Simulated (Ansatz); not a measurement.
Task: a rigid scan of one bond length of CH₅FSn, SMILES F[CH2][SnH3], with Ansatz 0.2.0, Python API. Give the script and its output. Settings (for the species named): PBE0, def2-SVP basis, multiplicity 1.

Input file `ch5fsn.xyz`:
```text
8

F    -1.08580    1.37670   -0.92140
C    -0.55300    0.16870   -0.99150
Sn    0.45360   -0.21540    0.83150
H     0.24400    0.14860   -1.83820
H    -1.33200   -0.60500   -1.15960
H    -0.65070   -0.14710    2.17410
H     1.25370   -1.79930    0.77410
H     1.76240    1.01560    1.07520
```

`ch5fsn_scan.py`
```python
import warnings

import ansatz
import numpy as np


def main() -> None:
    warnings.simplefilter("ignore", ansatz.DeckWarning)

    system = ansatz.Crystal.molecule_from_extxyz("ch5fsn.xyz")

    symbols = [site.symbol for site in system.cartesian_sites]
    start = np.array([site.position_ang for site in system.cartesian_sites])
    axis = (start[4] - start[1]) / np.linalg.norm(start[4] - start[1])
    moving = [4]
    lengths, energies = [0.94, 1.02, 1.11, 1.22, 1.39, 1.67, 2.0, 2.44], []
    for length in lengths:
        xyz = start.copy()
        xyz[moving] += (length - np.linalg.norm(start[4] - start[1])) * axis
        point = ansatz.Crystal.molecule()
        for symbol, place in zip(symbols, xyz):
            point = point.atom(symbol, place.tolist())
        model = point.calculation().basis(gaussian="def2-SVP").functional("pbe0").spin("collinear")
        summary = model.run().report
        energies.append(summary["free_energy_ev"])
        print(f"r = {length:6.3f} A  E = {energies[-1]:.5f} eV  <S^2> = {abs(summary['mean_field']['state']['spin_squared']):.3f}")

    print("energy above the lowest point (eV):", [round(e - min(energies), 3) for e in energies])


if __name__ == "__main__":
    main()
```

`python ch5fsn_scan.py` gives:
```text
r =  0.940 A  E = -9657.73712 eV  <S^2> = 0.000
r =  1.020 A  E = -9658.21523 eV  <S^2> = 0.000
r =  1.110 A  E = -9658.34952 eV  <S^2> = 0.000
r =  1.220 A  E = -9658.17115 eV  <S^2> = 0.000
r =  1.390 A  E = -9657.54305 eV  <S^2> = 0.000
r =  1.670 A  E = -9656.28331 eV  <S^2> = 0.000
r =  2.000 A  E = -9654.96561 eV  <S^2> = 0.048
r =  2.440 A  E = -9654.14259 eV  <S^2> = 0.746
energy above the lowest point (eV): [0.612, 0.134, 0.0, 0.178, 0.806, 2.066, 3.384, 4.207]
```

Reading the output:
- Total energies depend on the basis set; only differences at equal settings carry meaning.
- The rest of the molecule is held rigid at a force-field or estimated start geometry, and the basis set is modest; single-reference methods fail as a bond breaks.
- def2 sets replace the cores of elements past krypton by effective core potentials.
- The expectation value of S² is noticeably off S(S+1) in at least one run, so that state is spin-contaminated.
- Hardware and time: 46 s on 1 thread of Arm Neoverse V1, with other jobs on the host, peak memory 0.3 GiB.

(Lines on the test bed's own set-up are left out of the output.)
